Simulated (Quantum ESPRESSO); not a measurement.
# MgB (Pm-3m) in Quantum ESPRESSO: further runs, part 3 of 3

Quantum ESPRESSO 7.5. Earlier steps stand in the parts before.

### Step 5. Phonons, PBE

pw.in reads:

```
&CONTROL
  calculation = 'scf'
  prefix = 'pwscf'
  outdir = './tmp'
  pseudo_dir = './pseudo'
  tprnfor = .true.
  tstress = .true.
  disk_io = 'low'
/
&SYSTEM
  ibrav = 0
  A = 2.89515
  nat = 2
  ntyp = 2
  ecutwfc = 70
  nbnd = 12
  occupations = 'smearing'
  smearing = 'mv'
  degauss = 0.01469973
/
&ELECTRONS
  conv_thr = 4d-10
  electron_maxstep = 120
  mixing_beta = 0.5
/
ATOMIC_SPECIES
Mg    24.3050 Mg_ONCV_PBE-1.2.upf
B     10.8100 B_ONCV_PBE-1.2.upf
CELL_PARAMETERS alat
   1.0000000000    0.0000000000    0.0000000000
   0.0000000000    1.0000000000    0.0000000000
   0.0000000000    0.0000000000    1.0000000000
ATOMIC_POSITIONS alat
Mg     0.0000000000    0.0000000000    0.0000000000
B      0.5000000000    0.5000000000    0.5000000000
K_POINTS automatic
9 9 9 0 0 0
```

scf2.in reads:

```
&CONTROL
  calculation = 'scf'
  prefix = 'pwscf'
  outdir = './tmp'
  pseudo_dir = './pseudo'
  tprnfor = .true.
  tstress = .true.
  disk_io = 'low'
/
&SYSTEM
  ibrav = 0
  A = 2.89515
  nat = 2
  ntyp = 2
  ecutwfc = 70
  nbnd = 12
  occupations = 'smearing'
  smearing = 'mv'
  degauss = 0.01469973
/
&ELECTRONS
  conv_thr = 1d-13
  electron_maxstep = 120
  mixing_beta = 0.5
  startingpot = 'file'
  startingwfc = 'file'
/
ATOMIC_SPECIES
Mg    24.3050 Mg_ONCV_PBE-1.2.upf
B     10.8100 B_ONCV_PBE-1.2.upf
CELL_PARAMETERS alat
   1.0000000000    0.0000000000    0.0000000000
   0.0000000000    1.0000000000    0.0000000000
   0.0000000000    0.0000000000    1.0000000000
ATOMIC_POSITIONS alat
Mg     0.0000000000    0.0000000000    0.0000000000
B      0.5000000000    0.5000000000    0.5000000000
K_POINTS automatic
9 9 9 0 0 0
```

ph.in reads:

```
phonons of MgB
&INPUTPH
  prefix = 'pwscf'
  outdir = './tmp'
  tr2_ph = 1d-18
  fildyn = 'dyn'
  niter_ph = 90
  alpha_mix(1) = 0.4
/
0.0000000000 0.0000000000 0.0000000000
```

dynmat.in reads:

```
&INPUT
  fildyn = 'dyn'
  asr = 'crystal'
  filout = 'dynmat.disp'
  fileig = 'dynmat.eig'
/
```

Potentials or basis: SG15 PBE 1.2.

The run is started by

```bash
> OMP_NUM_THREADS=1 pw.x -in pw.in > pw.out
> OMP_NUM_THREADS=1 pw.x -in scf2.in > scf2.out
> OMP_NUM_THREADS=1 ph.x -in ph.in > ph.out
> OMP_NUM_THREADS=1 dynmat.x -in dynmat.in > dynmat.out
```

pw.out:

```text
This program is part of the open-source Quantum ESPRESSO suite
     for quantum simulation of materials; please cite
[... 9 lines left out ...]
     --------------------
     sticks:   dense  smooth     PW     G-vecs:    dense   smooth      PW
     Sum         673     673    197                13037    13037    2109

     Using Slab Decomposition

     bravais-lattice index     =            0
     lattice parameter (alat)  =       5.4710  a.u.
     unit-cell volume          =     163.7607 (a.u.)^3
     number of atoms/cell      =            2
     number of atomic types    =            2
     number of electrons       =        13.00
     number of Kohn-Sham states=           12
     kinetic-energy cutoff     =      70.0000  Ry
     charge density cutoff     =     280.0000  Ry
     scf convergence threshold =      4.0E-10
     mixing beta               =       0.5000
     number of iterations used =            8  plain     mixing
     Exchange-correlation= PBE
                           (   1   4   3   4   0   0   0)

     celldm(1)=   5.471041  celldm(2)=   0.000000  celldm(3)=   0.000000
     celldm(4)=   0.000000  celldm(5)=   0.000000  celldm(6)=   0.000000

     crystal axes: (cart. coord. in units of alat)
               a(1) = (   1.000000   0.000000   0.000000 )
               a(2) = (   0.000000   1.000000   0.000000 )
               a(3) = (   0.000000   0.000000   1.000000 )

     reciprocal axes: (cart. coord. in units 2 pi/alat)
               b(1) = (  1.000000  0.000000  0.000000 )
               b(2) = (  0.000000  1.000000  0.000000 )
               b(3) = (  0.000000  0.000000  1.000000 )

     PseudoPot. # 1 for Mg read from file:
     Mg_ONCV_PBE-1.2.upf
     Pseudo is Norm-conserving, Zval = 10.0
     Generated using ONCVPSP code by D. R. Hamann
     Using radial grid of  602 points,  4 beta functions with:
                l(1) =   0
                l(2) =   0
                l(3) =   1
                l(4) =   1

     PseudoPot. # 2 for B  read from file:
     B_ONCV_PBE-1.2.upf
     Pseudo is Norm-conserving, Zval =  3.0
     Generated using ONCVPSP code by D. R. Hamann
     Using radial grid of  602 points,  4 beta functions with:
                l(1) =   0
                l(2) =   0
                l(3) =   1
                l(4) =   1

     atomic species   valence    mass     pseudopotential
     Mg               10.00    24.30500     Mg( 1.00)
     B                 3.00    10.81000     B ( 1.00)

     48 Sym. Ops., with inversion, found

   Cartesian axes

     site n.     atom                  positions (alat units)
         1        Mg     tau(   1) = (   0.0000000   0.0000000   0.0000000  )
         2        B      tau(   2) = (   0.5000000   0.5000000   0.5000000  )

     number of k points=    35  Marzari-Vanderbilt smearing, width (Ry)=  0.0147
                       cart. coord. in units 2pi/alat
        k(    1) = (   0.0000000   0.0000000   0.0000000), wk =   0.0027435
        k(    2) = (   0.0000000   0.0000000   0.1111111), wk =   0.0164609
        k(    3) = (   0.0000000   0.0000000   0.2222222), wk =   0.0164609
        k(    4) = (   0.0000000   0.0000000   0.3333333), wk =   0.0164609
        k(    5) = (   0.0000000   0.0000000   0.4444444), wk =   0.0164609
        k(    6) = (   0.0000000   0.1111111   0.1111111), wk =   0.0329218
[... 27 lines left out ...]
        k(   34) = (   0.3333333   0.4444444   0.4444444), wk =   0.0658436
        k(   35) = (   0.4444444   0.4444444   0.4444444), wk =   0.0219479

     Dense  grid:    13037 G-vectors     FFT dimensions: (  30,  30,  30)

     Initial potential from superposition of free atoms

     starting charge      12.9175, renormalised to      13.0000
     Starting wfcs are random

     Self-consistent Calculation

     iteration #  1     ecut=    70.00 Ry     beta= 0.50
     Davidson diagonalization with overlap
     ethr =  1.00E-02,  avg # of iterations =  8.0

     Threshold (ethr) on eigenvalues was too large:
     Diagonalizing with lowered threshold

     Davidson diagonalization with overlap
     ethr =  4.15E-04,  avg # of iterations =  2.2

     total energy              =    -114.20105917 Ry
     estimated scf accuracy    <       0.05206250 Ry

     iteration #  2     ecut=    70.00 Ry     beta= 0.50
     Davidson diagonalization with overlap
     ethr =  4.00E-04,  avg # of iterations =  1.9

     total energy              =    -114.20644857 Ry
     estimated scf accuracy    <       0.00314493 Ry

     iteration #  3     ecut=    70.00 Ry     beta= 0.50
     Davidson diagonalization with overlap
     ethr =  2.42E-05,  avg # of iterations =  4.5

     total energy              =    -114.20672796 Ry
     estimated scf accuracy    <       0.00042609 Ry

     iteration #  4     ecut=    70.00 Ry     beta= 0.50
     Davidson diagonalization with overlap
     ethr =  3.28E-06,  avg # of iterations =  2.3

     total energy              =    -114.20673987 Ry
     estimated scf accuracy    <       0.00000212 Ry

     iteration #  5     ecut=    70.00 Ry     beta= 0.50
     Davidson diagonalization with overlap
     ethr =  1.63E-08,  avg # of iterations =  2.3

     total energy              =    -114.20674072 Ry
     estimated scf accuracy    <       0.00000026 Ry

     iteration #  6     ecut=    70.00 Ry     beta= 0.50
     Davidson diagonalization with overlap
     ethr =  2.03E-09,  avg # of iterations =  1.5

     total energy              =    -114.20674076 Ry
     estimated scf accuracy    <          3.0E-09 Ry

     iteration #  7     ecut=    70.00 Ry     beta= 0.50
     Davidson diagonalization with overlap
     ethr =  2.32E-11,  avg # of iterations =  2.4

     total energy              =    -114.20674076 Ry
     estimated scf accuracy    <          2.3E-09 Ry

     iteration #  8     ecut=    70.00 Ry     beta= 0.50
     Davidson diagonalization with overlap
     ethr =  1.78E-11,  avg # of iterations =  1.5

     End of self-consistent calculation

          k = 0.0000 0.0000 0.0000 (  1647 PWs)   bands (ev):

   -66.3662 -33.1544 -33.1544 -33.1544  -1.8650  11.3720  11.3720  11.3720
    15.9658  15.9658  17.8526  27.0662

          k = 0.0000 0.0000 0.1111 (  1631 PWs)   bands (ev):

   -66.3655 -33.1606 -33.1539 -33.1539  -1.6694   9.9564  11.4829  11.4829
    16.1840  17.0448  18.4174  26.1478

          k = 0.0000 0.0000 0.2222 (  1619 PWs)   bands (ev):

   -66.3641 -33.1762 -33.1525 -33.1525  -1.0900   7.5906  11.7867  11.7867
    16.8368  17.8878  20.2251  24.2847

          k = 0.0000 0.0000 0.3333 (  1614 PWs)   bands (ev):

   -66.3627 -33.1938 -33.1509 -33.1509  -0.1586   5.3351  12.1835  12.1835
    17.9151  18.5928  21.0280  22.5986

          k = 0.0000 0.0000 0.4444 (  1630 PWs)   bands (ev):

   -66.3621 -33.2054 -33.1499 -33.1499   0.9610   3.5331  12.4835  12.4835
    19.3140  19.3438  20.6543  21.6118

          k = 0.0000 0.1111 0.1111 (  1631 PWs)   bands (ev):

   -66.3650 -33.1602 -33.1598 -33.1533  -1.4749   9.9092  10.2989  11.5950
    16.7806  17.9284  18.6292  24.8273

          k = 0.0000 0.1111 0.2222 (  1628 PWs)   bands (ev):

   -66.3638 -33.1755 -33.1586 -33.1520  -0.8986   7.7380  10.5245  11.9020
    17.3897  18.5909  20.0040  23.3335

          k = 0.0000 0.1111 0.3333 (  1622 PWs)   bands (ev):

   -66.3624 -33.1931 -33.1569 -33.1504   0.0271   5.5050  11.0552  12.3031
    17.9518  18.7527  20.4195  22.7275

          k = 0.0000 0.1111 0.4444 (  1614 PWs)   bands (ev):

   -66.3614 -33.2046 -33.1558 -33.1494   1.1364   3.7186  11.4931  12.6066
    17.6314  19.5499  20.4649  21.7490
[... 101 lines left out ...]
          k = 0.2222 0.3333 0.4444 (  1621 PWs)   bands (ev):

   -66.3574 -33.1978 -33.1855 -33.1670   3.1754   5.7034   8.0644  10.8368
    13.2770  16.2150  17.8678  24.0165

          k = 0.2222 0.4444 0.4444 (  1620 PWs)   bands (ev):

   -66.3565 -33.1965 -33.1963 -33.1658   4.1803   6.3090   6.5726  11.3499
    11.8086  16.7491  16.7699  22.9937

          k = 0.3333 0.3333 0.3333 (  1628 PWs)   bands (ev):

   -66.3570 -33.1857 -33.1844 -33.1844   3.0024   7.7156   7.7156   9.0057
    15.2844  15.2844  15.3821  23.2512

          k = 0.3333 0.3333 0.4444 (  1614 PWs)   bands (ev):

   -66.3560 -33.1957 -33.1839 -33.1831   3.9929   6.4159   8.3095   9.3732
    13.9338  14.0262  15.8756  22.1741

          k = 0.3333 0.4444 0.4444 (  1623 PWs)   bands (ev):

   -66.3553 -33.1944 -33.1942 -33.1822   4.9853   6.9742   7.2296   9.5819
    12.5574  14.5731  14.5802  20.9528

          k = 0.4444 0.4444 0.4444 (  1616 PWs)   bands (ev):

   -66.3543 -33.1930 -33.1928 -33.1928   5.9950   7.5714   7.5714   8.3107
    13.1996  13.1996  13.2042  19.6494

     the Fermi energy is     9.0200 ev

!    total energy              =    -114.20674076 Ry
     estimated scf accuracy    <          1.3E-11 Ry
     smearing contrib. (-TS)   =      -0.00035940 Ry
     internal energy E=F+TS    =    -114.20638136 Ry

     The total energy is F=E-TS. E is the sum of the following terms:
     one-electron contribution =     -63.88268882 Ry
     hartree contribution      =      30.99676577 Ry
     xc contribution           =     -15.99804339 Ry
     ewald contribution        =     -65.32241492 Ry

     convergence has been achieved in   8 iterations

     Forces acting on atoms (cartesian axes, Ry/au):

     atom    1 type  1   force =     0.00000000    0.00000000    0.00000000
     atom    2 type  2   force =     0.00000000    0.00000000    0.00000000

     Total force =     0.000000     Total SCF correction =     0.000000

     Computing stress (Cartesian axis) and pressure

          total   stress  (Ry/bohr**3)                   (kbar)     P=       -0.22
  -0.00000149   0.00000000   0.00000000           -0.22        0.00        0.00
   0.00000000  -0.00000149   0.00000000            0.00       -0.22        0.00
   0.00000000   0.00000000  -0.00000149            0.00        0.00       -0.22

=------------------------------------------------------------------------------=
   JOB DONE.
=------------------------------------------------------------------------------=
```

It took 76 s on 1 thread of Arm Neoverse V2, shared host; peak memory 0.05 GiB.

Results:

```yaml
Free_energy: -1553.8619 eV
Pressure_after_relaxing: 0.0 GPa
Band_gap_on_the_k_mesh: none (metal or under the smearing width)
Highest_phonon_frequency_at_Γ: 390 cm⁻¹
```

Phonon frequencies in cm⁻¹ (negative: imaginary):
```csv
q point,frequencies
"(0.000, 0.000, 0.000)",21 21 21 390 390 390
```

Optical modes at Γ, degenerate ones joined:
```
cm⁻¹  components  symmetry  active in
 390           3       T1u         IR
```

Caveat: the mesh is thin for the phonons of a metal.

### Step 6. Summary

| potentials or basis | cutoff (eV) | gap on the mesh (eV) | pressure (GPa) |
| --- | --- | --- | --- |
| SSSP 1.3 efficiency PBE | 748 | none | -0.2 |
| GBRV 1.5 PBE | 612 | none | 0.0 |
| JTH 2.0 PBE | 707 | none | 0.8 |
| SG15 PBE 1.2 | 952 | none | 0.0 |

Alike in all rows: task phonons; level PBE; no spin polarisation; cell relaxed; k mesh 9 × 9 × 9; smearing cold 0.2 eV.

Caveats: the mesh is thin for the phonons of a metal; the acoustic modes lie far from zero, so the frequencies are unreliable (some runs); some modes are imaginary (some runs).

Total energies depend on the potentials used, so only differences within one code and one set of settings carry meaning.
